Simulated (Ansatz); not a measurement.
**TiAl: stiffness from strained cells**

Aim: the elastic tensor from the stress of slightly strained cells, and the moduli that follow. Runs: cell and atoms relaxed (PAW); reference run (PAW); cell relaxed at 2 GPa (PAW); at 2 GPa (PAW).

Method: DFT PBEsol, frozen-core PAW, scalar-relativistic unless said, in Ansatz 0.2.0.

2 further runs of the same task are left out: 1 that didn't finish, 1 set aside as unsound or not needed.

### Step 1. Starting point

Symmetry: P4/mmm, No. 123, tetragonal system. The conventional cell has a = 2.837 Å, b = 2.837 Å, c = 4.059 Å, α = 90.00°, β = 90.00°, γ = 90.00°. Ti (site symmetry 4/mmm) is surrounded by 4 Ti at 2.84 Å and 8 Al at 2.85 Å. Around Al (site symmetry 4/mmm) lie 4 Al at 2.84 Å and 8 Ti at 2.85 Å.

As a file:

```xyz
2
Lattice="2.8373 0.0000 0.0000 0.0000 2.8373 0.0000 0.0000 0.0000 4.0591" Properties=species:S:1:pos:R:3 pbc="T T T"
Ti    0.0000    0.0000    0.0000
Al    1.4186    1.4186    2.0295
```

Cartesian axes are those of the input's lattice vectors. The structure goes back to a database entry.

### Step 2. Cell and atoms relaxed, PAW

input.yaml reads:

```yaml
crystal:
  lattice:
    - [2.8373, 0.0, 0.0]
    - [0.0, 2.8373, 0.0]
    - [0.0, 0.0, 4.0591]
  atoms:
    - { symbol: Ti, position: [0.0, 0.0, 0.0] }
    - { symbol: Al, position: [0.5, 0.5, 0.5] }
kpoints:
  mp_grid: { grid: [16, 16, 12] }
scf:
  occupations: { method: fermi_dirac, width: 0.08 }
hamiltonian:
  xc: pbesol
  pseudopotentials: { kind: paw }
relax:
  f_tol: 0.002
  max_steps: 80
  cell: {}
output:
  forces: true
  stress: true
```

On the command line:

```
$ ansatz run input.yaml --threads 1 --pin off --max-ram 2560MiB --backend cpu --events-out ev --progress --plain --runs-dir out
```

### Step 3. Reference run, PAW

input.yaml reads:

```yaml
crystal:
  lattice:
    - [2.79724835429, 0.0, 0.0]
    - [0.0, 2.79724835429, 0.0]
    - [0.0, 0.0, 4.03438962643]
  atoms:
    - { symbol: Ti, position: [0.0, 0.0, 0.0] }
    - { symbol: Al, position: [0.5, 0.5, 0.5] }
kpoints:
  mp_grid: { grid: [16, 16, 12] }
scf:
  occupations: { method: fermi_dirac, width: 0.08 }
hamiltonian:
  xc: pbesol
  pseudopotentials: { kind: paw }
elastic:
  mode: relaxed_ion
  stencil: two_point
  amplitude: 0.003
```

### Step 4. Cell relaxed at 2 GPa, PAW

input.yaml, as its differences from that of step 3:

```diff
@@ -15,5 +15,8 @@
   pseudopotentials: { kind: paw }
-elastic:
-  mode: relaxed_ion
-  stencil: two_point
-  amplitude: 0.003
+relax:
+  f_tol: 0.002
+  max_steps: 80
+  cell: { p_target: 2 }
+output:
+  forces: true
+  stress: true
```

### Step 5. At 2 GPa, PAW

input.yaml reads:

```yaml
crystal:
  lattice:
    - [2.78190585534, 0.0, 0.0]
    - [0.0, 2.78190585534, 0.0]
    - [0.0, 0.0, 4.01425475414]
  atoms:
    - { symbol: Ti, position: [0.0, 0.0, 0.0] }
    - { symbol: Al, position: [0.5, 0.5, 0.5] }
kpoints:
  mp_grid: { grid: [16, 16, 12] }
scf:
  occupations: { method: fermi_dirac, width: 0.08 }
hamiltonian:
  xc: pbesol
  pseudopotentials: { kind: paw }
elastic:
  mode: relaxed_ion
  stencil: two_point
  amplitude: 0.003
```

(Steps that only read results are left out.)

Q: Predict the outcome of this session. Wanted: C11; C12; C13; C33; C44; C66; bulk, shear and Young's modulus; Debye temperature from sound speeds; universal anisotropy index.

**Answer**, as computed:

| quantity | value |
| --- | --- |
| C11 (PAW) | 208 GPa |
| C12 (PAW) | 62 GPa |
| C13 (PAW) | 91 GPa |
| C33 (PAW) | 178 GPa |
| C44 (PAW) | 120 GPa |
| C66 (PAW) | 42 GPa |
| bulk, shear and Young's modulus | 120, 72, 181 GPa |
| Debye temperature from sound speeds | 553 K |
| universal anisotropy index | 1.15 |

**Reading.** All eigenvalues are positive, so the crystal is mechanically stable; by PAW K = 120 and G = 72 GPa, K/G = 1.66, on the brittle side of Pugh's rough line at 1.75, which was drawn for metals. Young's modulus runs from 114 to 236 GPa with direction. At 2 GPa K rises to 128 GPa. Cautions: frozen-core PAW files fitted under PBE, their cores solved anew for the functional of the run; responses of metals move with mesh and smearing.
